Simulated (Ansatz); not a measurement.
# GaHO+ (doublet): wave-function methods side by side, cc-pVDZ

One table from this session's results is given with a row withheld; the runs are named, their logs left out.

Computed with Ansatz 0.2.0, Gaussian basis. Level: cc-pVDZ, core rule «outside noble gas», up to 15 orbitals frozen.

The runs, in order: UHF; CCSD(T) on ROHF; CCSD(T) on UHF; BCCD(T) on ROHF; CISD; CCSDT(Q) on ROHF; CCSDT(Q) on UHF; CCSDTQ on ROHF; CCSDTQ on UHF.

10 further runs of the same task are left out: 7 for a known fault of the program, 3 set aside as unsound or not needed.

## The system

The geometry is a PBE0/def2-TZVP stationary point (not a proven minimum) of the parent state, kept for this charge and spin. No spin-orbit coupling is included. The filled d shell of Ga may be among the frozen orbitals whatever the setting's name suggests; the logs give the count.

3 atoms, charge 1, spin multiplicity 2.

Atoms are counted from 1 here; the program's logs count them from 0.

Bond lengths: O1–Ga2 1.639 Å, Ga2–H3 1.524 Å. Angles: O1–Ga2–H3 180.0°.

As a file:

```xyz
3
charge 1, multiplicity 2
O     0.0000    0.0000    1.6006
Ga    0.0000    0.0000   -0.0384
H     0.0000    0.0000   -1.5622
```

Set-up of the first run:

in.yaml reads:

```yaml
crystal:
  periodic: [false, false, false]
  atoms:
    - {symbol: O, position_ang: [0.000000, 0.000000, 1.600600]}
    - {symbol: Ga, position_ang: [0.000000, 0.000000, -0.038400]}
    - {symbol: H, position_ang: [0.000000, 0.000000, -1.562200]}
basis:
  gaussian: {orbitals: cc-pVDZ}
total_charge: 1
magnetization: {spin_polarized: true, initial_magnetization: 1}
hamiltonian: {xc: hf}
output: {orbitals: {seedname: orbitals}}
```

On the command line:

```console
ansatz run in.yaml --threads 1 --pin off --events-out ev --progress --plain --max-ram 4096MiB --backend cpu
```

Among the steps run: UHF; CCSD(T) on ROHF; CCSD(T) on UHF; BCCD(T) on ROHF; CISD; CCSDT(Q) on ROHF; CCSDT(Q) on UHF; CCSDTQ on ROHF; CCSDTQ on UHF.

One of the session's tables, all rows but one given; the rest of the session is left out.

```
   method  from UCCSDTQ (meV)
     ROHF             +5794.0
      UHF                   ?
     RMP2              +687.5
     UMP2              +687.3
    RCCSD              +145.0
    UCCSD              +143.2
 RCCSD(T)               +30.7
 UCCSD(T)               +30.1
  BCCD(T)               +30.2
   RCCSDT               +12.9
   UCCSDT               +12.0
RCCSDT(Q)                +2.0
UCCSDT(Q)                -1.0
  RCCSDTQ                +0.9
  UCCSDTQ                   0
```

Q: Estimate the row for UHF from the others.

The run gave: from UCCSDTQ (meV): +5694.0. In the column «from UCCSDTQ (meV)» it lies between RMP2 (+687.5) and ROHF (+5794.0).

To keep in mind: Restricted and unrestricted rows rest on different reference determinants; where their highest levels disagree by more than a few hundredths of an eV, they describe different states and don't form one ladder.
